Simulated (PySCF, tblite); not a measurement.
# Si4H9O2 radical, a cluster model of a defect (Si site with back bonds [SiH3], O[SiH3], O[SiH3]): EPR parameters

Wanted: the EPR parameters for `[SiH3]O[Si]([SiH3])O[SiH3]`. It is drawn as: dangling bond.

Programs: tblite 0.8.0 and PySCF 2.14.0. All values are calculated, for the isolated system unless a continuum is named. Atoms count from 0, parts from 1.

## 1. The system as given

15 atoms, charge 0, multiplicity 2; geometry: distance geometry start.

## 2. Geometry optimisation with GFN2-xTB

The job: settings as JSON, then the geometry in Å.

```
{"job": {"kind": "relax", "xc": "GFN2-xTB", "basis": "xTB"}, "charge": 0, "multiplicity": 2}
Si    -0.342615     0.367445    -1.006003
Si    -0.208168     2.545861    -1.281702
O     -0.838313    -0.183385     0.598947
Si     0.261385    -0.596396     1.925706
O      0.931248    -0.581160    -1.820093
Si     2.608351    -0.696916    -1.262715
H      0.472516     3.151139    -0.152138
H      0.521185     2.858508    -2.461843
H     -1.522055     3.152147    -1.365817
H     -0.022146    -1.919955     2.383385
H      1.619173    -0.522687     1.441024
H      0.091902     0.325429     2.978476
H      2.698859    -1.748093    -0.277798
H      2.992049     0.544721    -0.683926
H      3.461634    -1.009905    -2.353570
```

Level: GFN2-xTB geometry optimisation, gas phase.

Run with:

```console
> OMP_NUM_THREADS=1 python cluster_run.py task.json out
```

The driver reads the jobs from task.json and runs them one after another.

The log of the run:

```text
step      E/eV     max force
  0    -537.47353    3.881
  1    -538.10260    2.330
  2    -538.49969    1.572
  3    -538.60068    0.859
  4    -538.73753    1.076
  5    -538.79212    0.641
  6    -538.83555    0.496
  7    -538.85775    0.542
  8    -538.89480    0.685
  9    -538.91643    0.498
 10    -538.93805    0.332
 11    -538.95634    0.354
 12    -538.97414    0.339
 13    -538.98393    0.241
 14    -538.98927    0.156
 15    -538.99491    0.231
 16    -539.00316    0.318
 17    -539.01166    0.268
 18    -539.01710    0.267
 19    -539.01981    0.155
 20    -539.02128    0.119
 21    -539.02261    0.112
 22    -539.02482    0.204
 23    -539.02793    0.271
 24    -539.03182    0.239
 25    -539.03551    0.127
 26    -539.03879    0.153
 27    -539.04242    0.166
 28    -539.04612    0.220
 29    -539.04910    0.201
 30    -539.05154    0.133
 31    -539.05399    0.125
 32    -539.05660    0.160
 33    -539.05875    0.112
 34    -539.05971    0.039
 35    -539.06000    0.034
 36    -539.06025    0.036
 37    -539.06062    0.043
 38    -539.06103    0.046
 39    -539.06134    0.035
 40    -539.06156    0.031
 41    -539.06172    0.028
 42    -539.06187    0.034
 43    -539.06203    0.035
 44    -539.06225    0.035
 45    -539.06254    0.045
 46    -539.06287    0.044
 47    -539.06312    0.030
 48    -539.06326    0.024
 49    -539.06337    0.030
 50    -539.06353    0.039
 51    -539.06383    0.052
 52    -539.06433    0.067
 53    -539.06495    0.061
 54    -539.06549    0.050
 55    -539.06580    0.042
 56    -539.06597    0.028
 57    -539.06609    0.026
 58    -539.06622    0.028
 59    -539.06640    0.043
 60    -539.06670    0.054
 61    -539.06709    0.061
 62    -539.06742    0.045
 63    -539.06757    0.027
 64    -539.06765    0.028
 65    -539.06777    0.030
 66    -539.06799    0.041
 67    -539.06832    0.048
 68    -539.06862    0.042
 69    -539.06880    0.034
 70    -539.06895    0.035
 71    -539.06916    0.043
 72    -539.06957    0.050
 73    -539.07025    0.062
 74    -539.07099    0.065
 75    -539.07154    0.055
 76    -539.07184    0.070
 77    -539.07208    0.050
 78    -539.07228    0.044
 79    -539.07254    0.032
 80    -539.07266    0.035
 81    -539.07282    0.043
 82    -539.07297    0.039
 83    -539.07315    0.038
 84    -539.07329    0.025
 85    -539.07336    0.015
 86    -539.07341    0.017
 87    -539.07344    0.023
 88    -539.07350    0.026
 89    -539.07360    0.025
 90    -539.07372    0.025
 91    -539.07384    0.020
 92    -539.07393    0.019
 93    -539.07398    0.019
 94    -539.07404    0.016
 95    -539.07409    0.016
 96    -539.07413    0.015
 97    -539.07416    0.012
 98    -539.07419    0.012
 99    -539.07421    0.014
100    -539.07425    0.017
101    -539.07429    0.021
102    -539.07434    0.018
103    -539.07438    0.014
104    -539.07440    0.013
105    -539.07443    0.014
106    -539.07447    0.022
107    -539.07455    0.031
108    -539.07466    0.032
109    -539.07477    0.023
110    -539.07486    0.020
111    -539.07496    0.026
112    -539.07510    0.033
113    -539.07528    0.039
114    -539.07546    0.032
115    -539.07558    0.022
116    -539.07566    0.027
117    -539.07574    0.022
118    -539.07585    0.025
119    -539.07596    0.026
120    -539.07603    0.022
121    -539.07611    0.025
122    -539.07619    0.022
123    -539.07627    0.022
124    -539.07635    0.022
125    -539.07644    0.022
126    -539.07656    0.028
127    -539.07673    0.033
128    -539.07685    0.033
129    -539.07689    0.047
130    -539.07699    0.024
131    -539.07706    0.014
132    -539.07717    0.017
133    -539.07726    0.023
134    -539.07734    0.023
135    -539.07739    0.021
136    -539.07745    0.018
137    -539.07751    0.022
138    -539.07757    0.027
139    -539.07764    0.025
140    -539.07770    0.025
141    -539.07776    0.022
142    -539.07781    0.019
143    -539.07786    0.015
144    -539.07789    0.013
145    -539.07791    0.011
146    -539.07793    0.010
147    -539.07795    0.008
```

It took 4.7 s on 1 thread of Arm Neoverse V1, shared host.

The steps of the relaxation:

```tsv
step	energy from step 0 (eV)	largest force (eV/Å)
0	0.0000	3.8814
6	-1.3620	0.4962
12	-1.5006	0.3387
18	-1.5436	0.2668
24	-1.5583	0.2391
30	-1.5780	0.1334
36	-1.5867	0.0357
42	-1.5883	0.0336
48	-1.5897	0.0246
54	-1.5920	0.0502
60	-1.5932	0.0538
66	-1.5945	0.0407
72	-1.5960	0.0505
78	-1.5987	0.0439
84	-1.5998	0.0249
90	-1.6002	0.0248
96	-1.6006	0.0140
102	-1.6008	0.0185
108	-1.6011	0.0321
114	-1.6019	0.0322
120	-1.6025	0.0223
126	-1.6030	0.0279
132	-1.6036	0.0175
138	-1.6040	0.0273
144	-1.6044	0.0123
147	-1.6044	0.0079
```

Distances of close pairs at the start and the end, largest changes first:

```tsv
bond	before (Å)	after (Å)	change (Å)
O2–Si3	1.772	1.618	-0.155
O4–Si5	1.771	1.618	-0.153
Si0–O4	1.785	1.635	-0.150
Si0–O2	1.768	1.635	-0.133
Si0–Si1	2.200	2.296	+0.096
Si3–H11	1.410	1.461	+0.052
Si1–H7	1.422	1.467	+0.045
Si5–H13	1.423	1.465	+0.043
```

## 3. Relaxing the molecule at PBE0-D3(BJ)/def2-SVP

The job: settings as JSON, then the geometry in Å.

```
{"job": {"xc": "PBE0", "basis": "def2-SVP", "d3": "d3bj", "grid": 2, "kind": "geom", "shake": 0.01}, "charge": 0, "multiplicity": 2}
Si    -1.057925    -0.093984    -0.821589
Si    -1.111870     2.211683    -1.058195
O     -1.220283    -0.424681     0.756867
Si    -0.591541    -0.937237     2.182555
O      0.385730    -0.614457    -1.316413
Si     1.863761    -1.198242    -1.034127
H     -0.121992     3.115158    -0.414892
H     -0.996051     2.499188    -2.498482
H     -2.424069     2.674696    -0.574540
H     -0.873675    -2.381004     2.270725
H      0.798029    -0.648019     2.281972
H     -1.391900    -0.176003     3.170672
H      1.715141    -2.461903    -0.325499
H      2.597993    -0.220843    -0.231307
H      2.417727    -1.369722    -2.373075
```

The log of the run:

```text
step   0  E = -1312.78272520  max force = 0.033316
step   1  E = -1312.79596771  max force = 0.011551
step   2  E = -1312.79667772  max force = 0.002696
step   3  E = -1312.79683136  max force = 0.001396
step   4  E = -1312.79691122  max force = 0.001725
step   5  E = -1312.79694503  max force = 0.001147
step   6  E = -1312.79697283  max force = 0.000640
step   7  E = -1312.79699029  max force = 0.001018
step   8  E = -1312.79702189  max force = 0.001174
step   9  E = -1312.79706632  max force = 0.001421
step  10  E = -1312.79714868  max force = 0.001426
step  11  E = -1312.79721659  max force = 0.000920
step  12  E = -1312.79723928  max force = 0.000682
step  13  E = -1312.79727455  max force = 0.000715
step  14  E = -1312.79727578  max force = 0.000659
step  15  E = -1312.79729230  max force = 0.000478
step  16  E = -1312.79730395  max force = 0.000210
optimisation converged
```

Run time: 6.6 min. Hardware: 1 thread of Arm Neoverse V1, shared host; peak memory 0.77 GiB.

Along the way:

```tsv
step	energy from step 0 (eV)	largest force component (eV/Å)
0	0.0000	1.7132
1	-0.3603	0.5940
2	-0.3797	0.1386
3	-0.3838	0.0718
4	-0.3860	0.0887
5	-0.3869	0.0590
6	-0.3877	0.0329
7	-0.3882	0.0523
8	-0.3890	0.0604
9	-0.3902	0.0731
10	-0.3925	0.0733
11	-0.3943	0.0473
12	-0.3949	0.0351
13	-0.3959	0.0368
14	-0.3959	0.0339
15	-0.3964	0.0246
16	-0.3967	0.0108
```

Distances of close pairs at the start and the end, largest changes first:

```tsv
bond	before (Å)	after (Å)	change (Å)
Si3–H10	1.423	1.495	+0.072
Si0–O4	1.612	1.663	+0.050
O4–Si5	1.614	1.662	+0.048
Si0–Si1	2.318	2.362	+0.044
Si0–O2	1.621	1.664	+0.043
Si5–H12	1.456	1.494	+0.038
Si5–H13	1.463	1.494	+0.031
Si5–H14	1.459	1.489	+0.030
```

The next job starts from the end point, and lists it.

```tsv
at the end point	value
point group (found at 0.08 Å tolerance)	C1
rotational constants (GHz, main isotopes)	1.321, 1.110, 0.648
dipole moment (D)	0.85
⟨S²⟩	0.753
```

## 4. g tensor and hyperfine couplings: B3LYP/IGLO-III+pcH-1

The job: settings as JSON, then the geometry in Å.

```
{"job": {"kind": "epr"}, "charge": 0, "multiplicity": 2}
Si    -0.992062     0.001150    -0.679093
Si    -1.446546     2.265733    -1.174517
O     -0.907737    -0.140464     0.976497
Si    -0.507872    -1.018354     2.327710
O      0.492860    -0.364712    -1.331518
Si     1.960761    -1.122146    -1.146859
H     -0.408516     3.175874    -0.593830
H     -1.472668     2.433046    -2.659206
H     -2.785430     2.627007    -0.617715
H     -1.599889    -1.981880     2.654019
H      0.757358    -1.777742     2.086534
H     -0.313418    -0.077516     3.466108
H      1.760227    -2.570792    -0.841814
H      2.730328    -0.493043    -0.032163
H      2.721582    -0.981464    -2.419617
```

With the program's defaults for keys left out, this is: UKS B3LYP, IGLO-III on O Si, pcH-1 on H, non-relativistic, mean-field spin-orbit, GIAO.

The log of the run:

```text
UKS, coarse grid
  cycle   1  E = -1313.90395888  |g| = 8.46e-01
  cycle   2  E = -1313.11215989  |g| = 1.64e+00
  cycle   3  E = -1314.13557282  |g| = 1.10e-01
  cycle   4  E = -1314.14071928  |g| = 3.30e-02
  cycle   5  E = -1314.14118961  |g| = 5.63e-03
  cycle   6  E = -1314.14120143  |g| = 3.51e-03
  cycle   7  E = -1314.14120518  |g| = 1.62e-03
  cycle   8  E = -1314.14120591  |g| = 3.95e-04
UKS, final grid
  cycle   1  E = -1314.14123875  |g| = 5.74e-04
  cycle   2  E = -1314.14123849  |g| = 1.04e-03
  cycle   3  E = -1314.14123888  |g| = 1.02e-04
  cycle   4  E = -1314.14123888  |g| = 1.88e-05
E = -1314.14123888 Eh   <S^2> = 0.7529 (exact 0.7500)
g shifts (ppm)      1          2          3
  rmc          -179       -179       -179
  gc             57         11         60
  oz_so       -1911         40         90
  total       -2032       -128        -28
hyperfine (MHz)  atom isotope    a_iso     a_fc   dipolar eigenvalues
    0  29Si    -655.41    -656.54   -124.58     60.16     64.41
    1  29Si    -196.94    -197.26    -39.05     18.14     20.91
    2   17O     -22.41     -22.39    -24.26     11.55     12.71
    3  29Si       2.93       2.92     -0.53      0.08      0.45
    4   17O     -31.38     -31.36    -22.12     10.45     11.67
    5  29Si       0.84       0.82     -1.58      0.62      0.97
    6    1H      53.19      53.18     -3.20     -0.18      3.37
    7    1H      -5.54      -5.54     -3.08     -1.18      4.27
    8    1H      -5.63      -5.63     -3.08     -1.19      4.27
    9    1H       1.32       1.32     -1.31     -1.04      2.35
   10    1H      -0.57      -0.57     -1.20     -0.98      2.18
   11    1H       4.70       4.70     -1.06     -0.79      1.84
   12    1H       1.38       1.38     -1.27     -1.07      2.34
   13    1H       4.99       4.99     -1.06     -0.85      1.90
   14    1H       0.37       0.37     -0.99     -0.92      1.91
```

Wall time 2.3 min (1 thread of Arm Neoverse V1, shared host); peak memory 1.3 GiB.

Principal g values 2.00029, 2.00219, 2.00229; g(iso) = 2.00159, against 2.00232 for a free electron.

Hyperfine couplings, nucleus by nucleus at this fixed geometry (no averaging over rotations):

```tsv
nuclei	isotope	a(iso) (MHz)	a(iso) (G, at g = 2.0023)	largest dipolar term (MHz)
Si0	29Si	-655.4	-233.9	-124.6
Si1	29Si	-196.9	-70.3	-39.0
H6	1H	53.2	19.0	3.4
O4	17O	-31.4	-11.2	-22.1
O2	17O	-22.4	-8.0	-24.3
H8	1H	-5.6	-2.0	4.3
H7	1H	-5.5	-2.0	4.3
H13	1H	5.0	1.8	1.9
H11	1H	4.7	1.7	1.8
Si3	29Si	2.9	1.0	-0.5
H12	1H	1.4	0.5	2.3
H9	1H	1.3	0.5	2.4
Si5	29Si	0.8	0.3	-1.6
H10	1H	-0.6	-0.2	2.2
```

Mulliken spin populations:

Si0 0.75; Si1 0.13; O2 0.04; Si3 0.00; O4 0.03; Si5 0.01; H6 0.03; H7 0.00; H8 0.00; H9 0.00; H10 0.00; H11 0.00; H12 0.00; H13 0.00; H14 0.00

In first order the couplings over 0.8 MHz of 1H give 120 distinct lines over 27.4 G.

## 5. EPR parameters: BHandHLYP/IGLO-III+pcH-1

Settings changed since step 4:

```diff
@@ -1,2 +1,2 @@
-{"job": {"kind": "epr"}, "charge": 0, "multiplicity": 2}
+{"job": {"kind": "epr", "xc": "BHandHLYP"}, "charge": 0, "multiplicity": 2}
 Si    -0.992062     0.001150    -0.679093
```

Level: UKS BHandHLYP, IGLO-III on O Si, pcH-1 on H, non-relativistic, mean-field spin-orbit, GIAO.

The log of the run:

```text
UKS, coarse grid
  cycle   1  E = -1313.79166247  |g| = 7.07e-01
  cycle   2  E = -1313.66654505  |g| = 9.30e-01
  cycle   3  E = -1313.97178107  |g| = 5.32e-02
  cycle   4  E = -1313.97341015  |g| = 1.59e-02
  cycle   5  E = -1313.97358396  |g| = 3.16e-03
  cycle   6  E = -1313.97361080  |g| = 1.47e-03
  cycle   7  E = -1313.97361338  |g| = 1.01e-03
  cycle   8  E = -1313.97361439  |g| = 3.01e-04
UKS, final grid
  cycle   1  E = -1313.97363441  |g| = 2.80e-04
  cycle   2  E = -1313.97363442  |g| = 3.56e-04
  cycle   3  E = -1313.97363446  |g| = 4.64e-05
  cycle   4  E = -1313.97363447  |g| = 2.48e-05
E = -1313.97363447 Eh   <S^2> = 0.7551 (exact 0.7500)
g shifts (ppm)      1          2          3
  rmc          -180       -180       -180
  gc             60         12         61
  oz_so       -1972         25         25
  total       -2093       -143        -95
hyperfine (MHz)  atom isotope    a_iso     a_fc   dipolar eigenvalues
    0  29Si    -687.62    -688.74   -132.32     62.54     69.78
    1  29Si    -195.19    -195.50    -38.57     17.45     21.12
    2   17O     -27.24     -27.22    -23.62     11.23     12.38
    3  29Si       3.45       3.45     -0.39      0.06      0.33
    4   17O     -35.37     -35.34    -21.47     10.13     11.34
    5  29Si       1.56       1.55     -1.37      0.52      0.85
    6    1H      53.17      53.16     -3.03     -0.16      3.19
    7    1H      -6.11      -6.11     -3.00     -1.23      4.23
    8    1H      -6.30      -6.30     -3.00     -1.24      4.23
    9    1H       0.33       0.34     -1.32     -1.07      2.38
   10    1H      -0.60      -0.60     -1.20     -1.00      2.19
   11    1H       3.69       3.69     -1.02     -0.79      1.81
   12    1H       0.33       0.33     -1.27     -1.10      2.37
   13    1H       3.95       3.95     -1.02     -0.87      1.89
   14    1H       0.32       0.32     -0.97     -0.91      1.88
```

Wall time 2.5 min (1 thread of Arm Neoverse V1, shared host); peak memory 1.3 GiB.

In short: g(iso) 2.00154.

## 6. Side by side: EPR parameters

g, ⟨S²⟩ and isotropic hyperfine couplings (MHz), with basis size and wall time:

```tsv
run	g(iso)	⟨S²⟩	29Si Si0	29Si Si1	1H H6	17O O4	17O O2	functions	time
B3LYP/IGLO-III+pcH-1	2.00159	0.753	-655.4	-196.9	53.2	-31.4	-22.4	336	2.3 min
BHandHLYP/IGLO-III+pcH-1	2.00154	0.755	-687.6	-195.2	53.2	-35.4	-27.2	336	2.5 min
```

## 7. Summary of results

| quantity | value |
| --- | --- |
| point group | C1 |
| rotational constants (main isotopes) | 1.32, 1.11, 0.65 GHz |
| g(iso) (B3LYP) | 2.00159 |
| ⟨S²⟩ | 0.753 (exact 0.75) |
| largest a(iso) | 29Si on Si0, -655.4 MHz |

In words: The optimisation took 16 steps and gained 0.397 eV; among the close pairs (by a distance rule), Si3–H10 changed most, from 1.423 to 1.495 Å (PBE0/def2-SVP). No frequency check was run at this level, so the end point may be a saddle. Most of the unpaired spin sits on Si0 (0.75 e). The isotropic g lies 0.7 ppt below the free-electron value. The coupling of 29Si on Si0 runs from -687.6 (BHandHLYP/IGLO-III+pcH-1) to -655.4 MHz (B3LYP/IGLO-III+pcH-1). A capped cluster stands for the solid here, so long-range fields and strain are missing, and bands or shifts of the capping hydrogens have no counterpart in it.
